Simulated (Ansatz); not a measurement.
ZnGaP: single point with HSE06 form with a typed share of exact exchange

Crystal: ZnGaP.

```
CELL_PARAMETERS angstrom
4.01594 0.00000 0.00000
-2.00797 3.47791 0.00000
0.00000 0.00000 4.40420
ATOMIC_POSITIONS crystal
Zn 0.00000 0.00000 0.50000
Ga 0.66667 0.33333 0.00000
P 0.33333 0.66667 0.50000
```

The cell was built by a generator and needn't be a form met in nature.

```
Program                 : Ansatz 0.2.0
Task                    : single point
Functional              : HSE06 form with a typed share of exact exchange
Potentials or basis     : Ansatz PAW
Cutoff                  : 420 eV (not typed: the program's choice for these potentials)
k mesh                  : 4 × 4 × 3
Occupations             : fermi-dirac, width 0.05 eV
Spin                    : no spin polarisation
Screening (1/Å)         : 0.15
Share of exact exchange : 0.25
```

- Pressure: 1.2 GPa
- Band gap on the k mesh: 0.28 eV, indirect (least direct gap 2.32 eV)

Stress tensor (GPa, compression positive):
```
1.38 0.00 0.00
0.00 1.38 0.00
0.00 0.00 0.97
```

Levels at points of the mesh, in eV from the valence-band top:
```csv
k point,band 13,band 14,band 15,band 16,band 17,band 18
"(0.00, 0.00, 0.00)",-3.52,-1.07,-1.07,2.80,2.99,2.99
"(0.00, -0.50, 0.00)",-3.20,-2.92,-1.14,1.59,1.91,3.21
```

Run time: 25 s on 1 × NVIDIA H100 80GB HBM3 with 2 threads of AMD EPYC 7R13 Processor (Zen 3), with other jobs on the host, peak memory 1.8 GiB.

Caveat: the k mesh is coarse (spacing up to 0.48 Å⁻¹), so the values aren't converged, least of all with exact exchange; odd divisions of the mesh miss points on the zone boundary, where band edges often lie, so the gap on the mesh can be too wide; the PAW data sets come from PBE, with cores solved anew for the run's functional, which leaves a small shift of forces and pressure; the thresholds are loose for stress. A k mesh can miss the band edges.
